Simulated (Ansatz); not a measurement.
**CH₅BOSSi: small, medium and large basis sets**

Aim: see how fast density functionals converge with the basis set for CH₅BOSSi.

Program: Ansatz 0.2.0, Gaussian basis. Level of theory: one geometry, several basis sets. These are calculated values, not measurements.

Plan: PBE0-D4/def2-SVP; ωB97M-V/def2-SVP; PBE0-D4/def2-QZVPP; ωB97M-V/def2-QZVPP; the functionals' def2-TZVPP values are taken from earlier runs.

## Step 1: The geometry

The geometry comes from an earlier relaxation with PBE0-D4/def2-TZVP; it is a stationary point, not always the lowest conformer.

10 atoms, charge 0, spin multiplicity 1.

Atoms are counted from 1 here; the program's logs count them from 0.

Bond lengths: B1–Si2 1.976 Å, B1–S5 2.003 Å, B1–H6 1.198 Å, B1–H7 1.198 Å, Si2–O3 1.634 Å, Si2–C4 1.850 Å, Si2–S5 2.242 Å, O3–H8 0.960 Å, C4–S5 1.847 Å, C4–H9 1.087 Å, C4–H10 1.087 Å. Angles: Si2–B1–S5 68.6°, Si2–B1–H6 115.2°, Si2–B1–H7 117.8°, S5–B1–H6 113.1°, S5–B1–H7 110.3°, H6–B1–H7 120.2°, B1–Si2–O3 138.4°, B1–Si2–C4 95.4°, B1–Si2–S5 56.3°, O3–Si2–C4 114.3°, O3–Si2–S5 120.4°, C4–Si2–S5 52.6°, Si2–O3–H8 117.2°, Si2–C4–S5 74.7°, Si2–C4–H9 118.8°, Si2–C4–H10 119.6°, S5–C4–H9 112.9°, S5–C4–H10 111.2° and more.

## Step 2: PBE0-D4 in def2-SVP

in.yaml reads:

```yaml
crystal:
  periodic: [false, false, false]
  atoms:
    - {symbol: B, position_ang: [-1.511370, -0.026539, -0.453140]}
    - {symbol: Si, position_ang: [0.120739, -0.472718, 0.567437]}
    - {symbol: O, position_ang: [1.106014, -1.756019, 0.794727]}
    - {symbol: C, position_ang: [1.003969, 1.105949, 0.182211]}
    - {symbol: S, position_ang: [0.135341, 0.639151, -1.379126]}
    - {symbol: H, position_ang: [-2.177852, 0.853967, 0.011071]}
    - {symbol: H, position_ang: [-2.025235, -0.898112, -1.093781]}
    - {symbol: H, position_ang: [0.715844, -2.629485, 0.712147]}
    - {symbol: H, position_ang: [0.632527, 2.032861, 0.611868]}
    - {symbol: H, position_ang: [2.083123, 1.099645, 0.049485]}
basis:
  gaussian: {orbitals: def2-SVP}
hamiltonian: {xc: pbe0, dispersion: d4}
output: {orbitals: {seedname: orbitals}}
```

Launch:

```sh
$ ansatz run in.yaml --threads 4 --pin off --events-out ev --progress --plain --max-ram 10444MiB
```

Further steps of the session: ωB97M-V in def2-SVP; PBE0-D4 in def2-QZVPP; ωB97M-V in def2-QZVPP.

Before running them: what should the planned runs give, taken together? Wanted: PBE0-D4: double and triple zeta above quadruple; ωB97M-V: double and triple zeta above quadruple.

The runs gave:

| quantity | value |
| --- | --- |
| PBE0-D4: double and triple zeta above quadruple | 12.08, 0.81 eV |
| ωB97M-V: double and triple zeta above quadruple | 12.17, 0.76 eV |

In words: For PBE0-D4 the step from double to triple zeta gains 11.27 eV and the next only 0.81 eV. These are total energies; as a rule much of such shifts cancels in differences, which this series doesn't test.
